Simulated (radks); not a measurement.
# Valence configurations of Sn

One table from this session's results is given with a row withheld; the runs are named, their logs left out.

The numbers are computed with radks (a radial shooting solver on a logarithmic mesh, Libxc functionals) version 1 (Dirac Kohn-Sham, PBE, spin-unpolarised, spherical densities, point nucleus; open shells fill j = l - 1/2 first), except any that are marked as measured or tabulated.

### What is computed

- element: tin (Z = 50)
- charge: 0
- electrons: 50
- configuration: [Kr] 4d10 5s2 5p2
- others tried: 4d10 5p4; 4d9.5 5s2 5p2.5; 4d10 5s1 5p3; 4d9 5s1 5p4; 4d8.5 5s1 5p4.5; 4d8.5 5s2 5p3.5; 4d8 5s2 5p4; 4d9 5s2 5p3; 4d8 5s1.5 5p4.5

The first run:

Input:

```text
Z 50
configuration [Kr] 4d10 5s2 5p2
relativity Dirac
functional pbe,pbe
spin unpolarised
j_filling energy
nucleus point
c 137.035999084
```

On the command line:

```console
python run_ks.py task.json out
```

The same process makes all the runs of this session.

Among the steps run: [Kr] 4d10 5s2 5p2.

One table of the session follows, with a row left open; its other results are not shown here.

It belongs to the step «[Kr] 4d10 5s2 5p2». From the orbitals of this run (lengths in bohr):

| level | <r> | outermost maximum (interpolated) | 90 % within | nodes |
| --- | --- | --- | --- | --- |
| 4s1/2 | 0.8186 | 0.746 | 1.19 | 3 |
| 4p1/2 | 0.8657 | 0.772 | 1.27 | 2 |
| 4p3/2 | ? | ? | ? | ? |
| 4d3/2 | 1.091 | 0.882 | 1.70 | 1 |
| 4d5/2 | 1.106 | 0.891 | 1.72 | 1 |
| 5s1/2 | 2.405 | 2.02 | 3.58 | 4 |
| 5p1/2 | 3.170 | 2.49 | 4.90 | 3 |
| 5p3/2 | 3.332 | 2.61 | 5.17 | 3 |

Estimate the missing values for 4p3/2.

**Answer.** <r>: 0.8955; outermost maximum (interpolated): 0.797; 90 % within: 1.32; nodes: 2. In the column «<r>» it lies between 4p1/2 (0.8657) and 4d3/2 (1.091).
